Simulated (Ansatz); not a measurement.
# Cl₂H₄SSi₂: up Jacob's ladder to CCSD(T)

The task here is to estimate one member of a computed series from the others.

Program: Ansatz 0.2.0, Gaussian basis. Level of theory: functionals in def2-TZVPP, the program's frozen cores in correlated methods. These are calculated values, not measurements.

The runs, in order: PBE-D4, r2SCAN-D4, PBE0-D4, B3LYP-D4, ωB97X-V, ωB97M-V, B2PLYP; CCSD(T)/def2-TZVPP; MP2/def2-QZVPP; extrapolation to the limit.

## Structure used throughout

An earlier PBE0-D4 in a triple-zeta def2 set relaxation fixed the geometry.

SMILES `Cl[SiH2]S[SiH2]Cl`, 9 atoms, charge 0, spin multiplicity 1.

Atoms are counted from 1 here; the program's logs count them from 0.

Bond lengths: Cl1–Si2 2.051 Å, Si2–S3 2.129 Å, Si2–H6 1.478 Å, Si2–H7 1.476 Å, S3–Si4 2.129 Å, Si4–Cl5 2.051 Å, Si4–H8 1.476 Å, Si4–H9 1.478 Å. Angles: Cl1–Si2–S3 112.0°, Cl1–Si2–H6 109.0°, Cl1–Si2–H7 107.2°, S3–Si2–H6 105.3°, S3–Si2–H7 111.5°, H6–Si2–H7 112.0°, Si2–S3–Si4 100.8°, S3–Si4–Cl5 112.0°, S3–Si4–H8 111.5°, S3–Si4–H9 105.3°, Cl5–Si4–H8 107.2°, Cl5–Si4–H9 109.0°, H8–Si4–H9 112.0°.

The first run:

in.yaml

```yaml
crystal:
  periodic: [false, false, false]
  atoms:
    - {symbol: Cl, position_ang: [-2.326381, -0.081028, 0.823122]}
    - {symbol: Si, position_ang: [-1.300436, 0.585113, -0.823203]}
    - {symbol: S, position_ang: [0.359348, -0.664870, -1.286567]}
    - {symbol: Si, position_ang: [1.365679, -0.706221, 0.588938]}
    - {symbol: Cl, position_ang: [1.735953, 1.180669, 1.302560]}
    - {symbol: H, position_ang: [-2.186520, 0.510366, -2.003742]}
    - {symbol: H, position_ang: [-0.872405, 1.969390, -0.540016]}
    - {symbol: H, position_ang: [0.570951, -1.412153, 1.613456]}
    - {symbol: H, position_ang: [2.653812, -1.381265, 0.325453]}
basis:
  gaussian: {orbitals: def2-TZVPP}
hamiltonian: {xc: pbe, dispersion: d4}
output: {forces: true, orbitals: {seedname: orbitals}}
```

Started as:

```console
> ansatz run in.yaml --threads 2 --pin off --events-out ev --progress --plain --max-ram 22528MiB --backend cpu
```

Steps of the session up to this table: PBE-D4 (GGA); r2SCAN-D4 (meta-GGA); PBE0-D4 (hybrid); B3LYP-D4 (hybrid); ωB97X-V (range-separated); ωB97M-V (range-separated); B2PLYP (double hybrid); CCSD(T) in def2-TZVPP; MP2 in def2-QZVPP.

One of the session's tables, all rows but one given; the rest of the session is left out.

| method | atomisation energy (kcal/mol) |
| --- | --- |
| PBE-D4 | ? |
| r2SCAN-D4 | 668.6 |
| PBE0-D4 | 661.1 |
| B3LYP-D4 | 657.3 |
| ωB97X-V | 672.1 |
| ωB97M-V | 669.7 |
| B2PLYP | 649.1 |
| HF/def2-TZVPP | 497.7 |
| MP2/def2-TZVPP | 655.0 |
| CCSD/def2-TZVPP | 632.6 |
| CCSD(T)/def2-TZVPP | 643.2 |
| MP2/CBS | 678.6 |
| CCSD(T)/CBS | 666.9 |

Estimate the missing values for PBE-D4.

As computed: atomisation energy (kcal/mol): 664.0. In the column «atomisation energy (kcal/mol)» it lies between PBE0-D4 (661.1) and CCSD(T)/CBS (666.9).

To keep in mind: Free atoms (2 Cl, 2 Si, 1 S, 4 H) were run apart at each level; the atomisation energy is their sum less the molecule, without zero-point or spin-orbit terms.
